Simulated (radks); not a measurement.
# Spin polarisation of the 3p shell in Ca³⁺

Aim: the energy gained and the exchange splitting as electrons of the 3p shell of Ca³⁺ are turned from spin down to spin up.

Program: radks (a radial shooting solver on a logarithmic mesh, Libxc functionals) version 1. Level of theory: scalar-relativistic Kohn-Sham, BLYP, spin-polarised, spherical densities, finite nucleus. These are calculated values, not measurements, unless marked.

### Step 1. The system

```
element            : calcium (Z = 20)
charge             : +3
electrons          : 17
configuration      : [Ne] 3s2 3p(up 2.5, down 2.5)
nuclear rms radius : 3.4776 fm
```

A shell typed twice in an input gives spin up, then spin down.

### Step 2. No moment

Input:

```text
Z 20
configuration [Ne] 3s2 3p2.5 3p2.5
relativity scalar-relativistic
functional b88,lyp
spin polarised
nucleus finite rms 3.4776 fm
c 137.035999084
```

### Step 3. moment 0.25 in 3p

Input:

```text
Z 20
configuration [Ne] 3s2 3p2.625 3p2.375
relativity scalar-relativistic
functional b88,lyp
spin polarised
nucleus finite rms 3.4776 fm
c 137.035999084
```

### Step 4. moment 0.5 in 3p

Input:

```text
Z 20
configuration [Ne] 3s2 3p2.75 3p2.25
relativity scalar-relativistic
functional b88,lyp
spin polarised
nucleus finite rms 3.4776 fm
c 137.035999084
```

### Step 5. moment 0.75 in 3p

Input:

```text
Z 20
configuration [Ne] 3s2 3p2.875 3p2.125
relativity scalar-relativistic
functional b88,lyp
spin polarised
nucleus finite rms 3.4776 fm
c 137.035999084
```

### Step 6. moment 1 in 3p

Input:

```text
Z 20
configuration [Ne] 3s2 3p3 3p2
relativity scalar-relativistic
functional b88,lyp
spin polarised
nucleus finite rms 3.4776 fm
c 137.035999084
```

Before running it: what results should come out? Wanted: for each run, moment; E − E(0); ε(3p up); ε(3p down); splitting.

**Answer**, as computed:

```csv
moment (μB),E − E(0) (eV),ε(3p up) (eV),ε(3p down) (eV),splitting (eV)
0,0.000,-59.513,-59.513,0.000
0.25,-0.022,-59.683,-59.337,0.346
0.5,-0.086,-59.848,-59.156,0.691
0.75,-0.194,-60.006,-58.970,1.036
1,-0.345,-60.157,-58.778,1.379
```

**Reading.** At a moment of 1 μB the energy has fallen by 0.35 eV and the 3p levels split by 1.38 eV, 1.379 eV per μB. The Stoner form E = −I m²/4 would give I = 1.381 eV. The energy falls at every step.
